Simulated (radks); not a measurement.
# N in [He] 2s2 2p2.75 3s0.25: an all-electron calculation

Wanted: eigenvalues, radial structure and energy terms of neutral nitrogen.

Program: radks (a radial shooting solver on a logarithmic mesh, Libxc functionals) version 1. Level of theory: non-relativistic Kohn-Sham, XLYP, spin-polarised, spherical densities, point nucleus; open shells are filled with parallel spins first. These are calculated values, not measurements, unless marked.

## 1. Starting point

* element: nitrogen (Z = 7)
* charge: 0
* electrons: 7
* configuration: [He] 2s2 2p2.75 3s0.25

## 2. The calculation

Input:

```text
Z 7
configuration [He] 2s2 2p2.75 3s0.25 3p0 4s0
relativity non-relativistic
functional xlyp
spin polarised
nucleus point
```

On the command line:

```console
$ python run_ks.py task.json out
```

All runs below come from this command, one after another.

**Question.** What will this run give?

As calculated:

```
                        quantity                   value
                    total energy       -54.55828 hartree
exchange-correlation share of it                 12.33 %
                            −T/E                  0.9977
          highest occupied level        3s up, -1.061 eV
    most extended occupied level  3s up, <r> = 6.81 bohr
 radius at density 0.001 e/bohr³               3.40 bohr
    maxima of the radial density                       2
```

The radial density shows 2 maxima for 3 occupied principal shells; where shells overlap, one shows as a shoulder or not at all. The ratio −T/E is 0.9977; for a non-relativistic Coulomb system it is 1 up to the kinetic part of correlation. This is not the tabulated ground configuration, so its levels and sizes aren't those of the ground state, and no measured value stands beside it.
